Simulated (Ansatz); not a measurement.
# B3As: the cost of one run

Computed with Ansatz 0.2.0 (DFT PBE, scalar-relativistic, plane waves, PAW, unless a step's input says otherwise).

## (1) The structure to begin with

Symmetry: P-62m, No. 189, hexagonal system. Conventional cell: a = 3.646 Å, b = 3.646 Å, c = 4.790 Å, α = 90.00°, β = 90.00°, γ = 120.00°. B (site symmetry m2m) has 4 B at 1.83 Å in its first shell of neighbours. Around As (site symmetry -62m) lie 12 B at 2.97 to 3.05 Å.

As a file:

```
B As
1.0
     3.64616    0.00000    0.00000
    -1.82308    3.15767    0.00000
     0.00000    0.00000    4.78969
B As
3 1
Direct
  0.51991 0.00000 0.00000
  0.00000 0.51991 0.00000
  0.48009 0.48009 0.00000
  0.00000 0.00000 0.50000
```

Recipe of the guess: random cell by space group and Wyckoff sites (P-62m, No. 189). Its size is a rough estimate.

## (2) Probe: one point on a coarse mesh

File input.yaml:

```yaml
crystal:
  lattice:
    - [3.64615951, 0.0, 0.0]
    - [-1.82307975, 3.15766676, 0.0]
    - [0.0, 0.0, 4.78968639]
  atoms:
    - { symbol: B, position: [0.51991268, 0.0, 0.0] }
    - { symbol: B, position: [0.0, 0.51991268, 0.0] }
    - { symbol: B, position: [0.48008732, 0.48008732, 0.0] }
    - { symbol: As, position: [0.0, 0.0, 0.5] }
basis:
  ecutwfc: 420
kpoints:
  mp_grid: { grid: [6, 6, 4] }
hamiltonian:
  xc: pbe
scf:
  occupations: { method: gaussian, width: 0.1 }
  lower_state_search: "off"
output:
  forces: true
  stress: true
  eigenvalues: true
```

Command:

```sh
$ ansatz run input.yaml --threads 1 --pin off --max-ram 2560MiB --backend cpu --events-out ev --progress --plain --runs-dir out
```

**Question.** How long does this run take on 1 thread of Intel Xeon at 2.50GHz (Skylake/Cascade Lake), shared host, and how much memory does it need?

About 4 s, with a peak of 0.33 GiB.
